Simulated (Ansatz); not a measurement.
# Ti3Al3H: the cost of one run

Computed with Ansatz 0.2.0 (DFT PBE, scalar-relativistic, plane waves, PAW, unless a step's input says otherwise).

15 further runs of the same task are left out: 15 set aside as unsound or not needed. Runs told in other sessions of the task aren't counted.

## (1) The starting structure

The structure is monoclinic, space group Pm (No. 6). Conventional cell: a = 4.958 Å, b = 5.644 Å, c = 22.687 Å, α = 90.00°, β = 90.00°, γ = 90.00°. Around Ti (site symmetry 1) lie 3 Ti at 2.78 to 2.82 Å and 6 Al at 2.84 to 2.85 Å. Al (site symmetry m) has 3 Al at 2.77 to 2.82 Å and 6 Ti at 2.85 to 2.86 Å in its first shell of neighbours. Around Ti (site symmetry 1) lie 4 Ti at 2.74 to 2.82 Å and 8 Al at 2.84 to 2.91 Å. Around Al (site symmetry m) lie 4 Al at 2.77 to 2.87 Å and 8 Ti at 2.80 to 2.86 Å. Around Ti (site symmetry 1) lie 3 Ti at 2.74 to 2.82 Å and 6 Al at 2.80 to 2.87 Å and 2 H at 2.95 to 2.97 Å. Al (site symmetry m) is surrounded by 2 H at 1.15 Å. Only part of the 10 independent sites is listed.

Structure file:

```cif
data_structure
_symmetry_space_group_name_H-M 'Pm'
_symmetry_Int_Tables_number 6
_cell_length_a 4.9580
_cell_length_b 5.6437
_cell_length_c 22.6872
_cell_angle_alpha 90.000
_cell_angle_beta 90.000
_cell_angle_gamma 90.000
_cell_volume 634.83
loop_
_atom_site_label
_atom_site_type_symbol
_atom_site_symmetry_multiplicity
_atom_site_Wyckoff_symbol
_atom_site_fract_x
_atom_site_fract_y
_atom_site_fract_z
_atom_site_occupancy
Ti1 Ti 2 c 0.67607 0.75000 0.82369 1
Al1 Al 1 b 0.17607 0.50000 0.82369 1
Al2 Al 1 a 0.17607 0.00000 0.82369 1
Ti2 Ti 2 c 0.36235 0.75000 0.72206 1
Al3 Al 1 b 0.85983 0.50000 0.72298 1
Al4 Al 1 a 0.85983 0.00000 0.72298 1
Ti3 Ti 2 c 0.04052 0.75000 0.62399 1
Al5 Al 1 b 0.54347 0.50000 0.61709 1
Al6 Al 1 a 0.54347 0.00000 0.61709 1
H1 H 2 c 0.54347 0.56645 0.56904 1
```

This is the geometry of the first run shown, built on a cell relaxed beforehand with the same method.

## (2) The scan

Atoms count from 1 in the order of the input.

H2 lies flat over one site of a rigid substrate while its bond length and height are varied.

The axes are (1) distance H13-H14: 8 values from 0.650 to 2.650 Å; (2) height of the H2 axis above the plane of Al11: 9 values from 0.45 to 3.60 Å.

Nothing else is relaxed. Points are written as (first, second).

## (3) Grid point (0.750 Å, 1.09 Å)

A dipole layer in the vacuum cancels the field that periodic copies would set up if the slab's two faces differ.

input.yaml

```yaml
crystal:
  lattice:
    - [5.6437148484, 0.0, 0.0]
    - [0.0, 4.9580382202, 0.0]
    - [0.0, 0.0, 22.6871503857]
  atoms:
    - { symbol: Ti, position: [0.0, 0.32392942, 0.1763112569] }
    - { symbol: Ti, position: [0.5, 0.32392942, 0.1763112569] }
    - { symbol: Al, position: [0.25, 0.82392942, 0.1763112569] }
    - { symbol: Al, position: [0.75, 0.82392942, 0.1763112569] }
    - { symbol: Ti, position: [0.0, 0.6376472275, 0.2779350623] }
    - { symbol: Ti, position: [0.5, 0.6376472275, 0.2779350623] }
    - { symbol: Al, position: [0.25, 0.1401678759, 0.27702018] }
    - { symbol: Al, position: [0.75, 0.1401678759, 0.27702018] }
    - { symbol: Ti, position: [0.0, 0.9594831277, 0.376005971] }
    - { symbol: Ti, position: [0.5, 0.9594831277, 0.376005971] }
    - { symbol: Al, position: [0.25, 0.4565330429, 0.3829106008] }
    - { symbol: Al, position: [0.75, 0.4565330429, 0.3829106008] }
    - { symbol: H, position: [0.1835544034, 0.4565330429, 0.4309554184] }
    - { symbol: H, position: [0.3164455966, 0.4565330429, 0.4309554184] }
basis:
  ecutwfc: 420
kpoints:
  mp_grid: { grid: [5, 6, 1] }
hamiltonian:
  xc: pbe
  pseudopotentials: { kind: paw, azcp: { folder: soft_1 } }
scf:
  occupations: { method: gaussian, width: 0.1 }
output:
  forces: true
  eigenvalues: true
efield:
  axis: 3
  dipole_correction: true
  ramp_width: 0.04
```

Command:

```console
$ ansatz run input.yaml --threads 4 --pin off --max-ram 12288MiB --backend cpu --events-out ev --progress --plain --runs-dir out
```

**Question.** How long does this run take on 4 threads of Arm Neoverse V2, shared host, and how much memory does it need?

About 16 s, with a peak of 1.2 GiB.
